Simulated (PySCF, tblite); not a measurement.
**C5H7Si radical: geometry, infrared bands and EPR parameters**

What infrared bands and EPR parameters should C5H7Si radical (`[CH2][SiH]1C=CC=C1`) show?

Computed with tblite 0.8.0 and PySCF 2.14.0, with density-fitted response routines of our own, on a single molecule in the gas phase. Atoms count from 0, in the outputs and in this text.

## 1. The molecule as given

13 atoms, charge 0, multiplicity 2; geometry from: force field or distance geometry start.

Bonds of the start (Å): C0–Si1 1.81, Si1–C2 1.88, C2–C3 1.35, C3–C4 1.44, C4–C5 1.35, C5–Si1 1.88, C0–H6 1.08, C0–H7 1.09, Si1–H8 1.47, C2–H9 1.07, C3–H10 1.09, C4–H11 1.08, C5–H12 1.08.

## 2. Geometry optimisation with GFN2-xTB

The job: settings as JSON, then the geometry in Å.

```
{"job": {"kind": "relax", "xc": "GFN2-xTB", "basis": "xTB"}, "charge": 0, "multiplicity": 2}
C      2.200000     0.517200     0.399100
Si     0.792300     0.131700    -0.674400
C     -0.153900    -1.378000    -0.071400
C     -1.401900    -1.027100     0.319700
C     -1.718200     0.378600     0.227400
C     -0.731700     1.148900    -0.270600
H      3.163800     0.706800    -0.039000
H      2.052200     0.574200     1.474300
H      1.109100     0.081700    -2.111000
H      0.264900    -2.363600    -0.075200
H     -2.131700    -1.743300     0.705700
H     -2.691000     0.756700     0.517600
H     -0.758300     2.216800    -0.419900
```

Launch:

```
$ OMP_NUM_THREADS=1 python probes_run.py task.json out
```

The driver reads the jobs from task.json and runs them one after another.

**Question.** This job is followed by: GFN2-xTB harmonic vibrations, gas phase; UKS B3LYP, pcH-1 on C H Si, non-relativistic, mean-field spin-orbit, GIAO. Predict these results of the whole session: strongest single infrared mode (GFN2-xTB); zero-point energy (GFN2-xTB); g(iso) (B3LYP); ⟨S²⟩; largest a(iso) (averaged by class); potential on the surface of density 0.002 e/bohr³, 1st and 99th percentile.

The runs gave:

| quantity | value |
| --- | --- |
| strongest single infrared mode (GFN2-xTB) | 2221 cm⁻¹, 351 km/mol |
| zero-point energy (GFN2-xTB) | 59.2 kcal/mol |
| g(iso) (B3LYP) | 2.00262 |
| ⟨S²⟩ | 0.754 (exact 0.75) |
| largest a(iso) (averaged by class) | 13C on C0, 79.1 MHz |
| potential on the surface of density 0.002 e/bohr³, 1st and 99th percentile | -0.68 V and 0.88 V |

What this shows: Relaxing lowered the energy by 0.103 eV in 43 steps; the close pair that moved most is Si1–C5, from 1.876 to 1.901 Å. All 33 modes are real, so the xTB geometry is a minimum. The strongest single mode, at 2221 cm⁻¹, moves mainly H8. GFN2-xTB is a fitted tight-binding method: band positions and strengths are rough. Its intensities can rank the bands wrongly. C0 carries the largest spin population, 1.03 e. The isotropic g lies 0.3 ppt above the free-electron value. The conformer search found further structures of the same energy, which may be mirror or relabelled copies of this one.
